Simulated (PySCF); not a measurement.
# MoO3: geometry, NMR shifts and electronic excitations

Wanted: the NMR shifts and electronic excitations of MoO3 (`[O]=[Mo](=[O])=[O]`), by calculation.

Programs: PySCF 2.14.0, with density-fitted response routines of our own. Each step states its level of theory. These are calculated values for one molecule in the gas phase, unless marked as measured. Atoms are numbered from 0 throughout.

## (1) The molecule as given

4 atoms, charge 0, multiplicity 1; geometry from: GFN2-xTB.

Bonds of the start (Å): Mo0–O1 1.66, Mo0–O2 1.66, Mo0–O3 1.66.

## (2) Optimising the geometry at PBE0-D3(BJ)/def2-SVP

What the job is given:

```
{"job": {"xc": "PBE0", "basis": "def2-SVP", "d3": "d3bj", "grid": 1, "maxiter": 40, "kind": "geom"}, "charge": 0, "multiplicity": 1}
Mo    -0.003380     0.002270     0.365370
O      1.584390    -0.027100    -0.106970
O     -0.767660     1.383530    -0.137500
O     -0.813340    -1.358700    -0.120900
```

**Question.** This job is followed by: GIAO PBE0/pcSseg-1 Mo:def2-TZVP NMR shielding, non-relativistic, gas phase; TDDFT wB97X-D/def2-SVPD, vertical, gas phase, core orbitals frozen in the response; GIAO B3LYP/pcSseg-1 Mo:def2-TZVP NMR shielding, non-relativistic, gas phase. What will the session give for the following? point group; rotational constants (main isotopes); 17O shifts against H2O (PBE0/def2-TZVP+pcSseg-1, means over atoms taken as alike); lowest singlet (wB97X-D/def2-SVPD); brightest single state of those computed; lowest triplet; range of the shift of O1.

**Answer**, as computed:

```
                                                                         quantity                        value
                                                                      point group                          C3v
                                             rotational constants (main isotopes)         7.13, 7.11, 4.12 GHz
17O shifts against H2O (PBE0/def2-TZVP+pcSseg-1, means over atoms taken as alike)                   1136.6 ppm
                                               lowest singlet (wB97X-D/def2-SVPD)  2.93 eV (423 nm), f = 0.000
                                         brightest single state of those computed  state 2, 3.25 eV, f = 0.009
                                                                   lowest triplet                      2.80 eV
                                                         range of the shift of O1         1136.6 to 1139.3 ppm
```

What this shows: Over 3 steps the energy fell by 0.123 eV; of the close pairs, Mo0–O2 changed most, 1.657 to 1.690 Å. No frequency check was run at this level, so the end point may be a saddle. The lowest singlet, at 2.93 eV, is HOMO→LUMO 0.98 and is dark; of the 10 states computed, the strongest absorption comes from states 2 to 3 together at 3.25 eV. The lowest triplet lies 0.12 eV below the lowest singlet (triplets in Tamm-Dancoff, singlets in full TDDFT). The shift of O1 (with its like atoms) runs from 1136.6 (PBE0/def2-TZVP+pcSseg-1) to 1139.3 ppm (B3LYP/def2-TZVP+pcSseg-1). Spin-orbit coupling is left out, which matters for shieldings and couplings at and beside the heavy atoms.
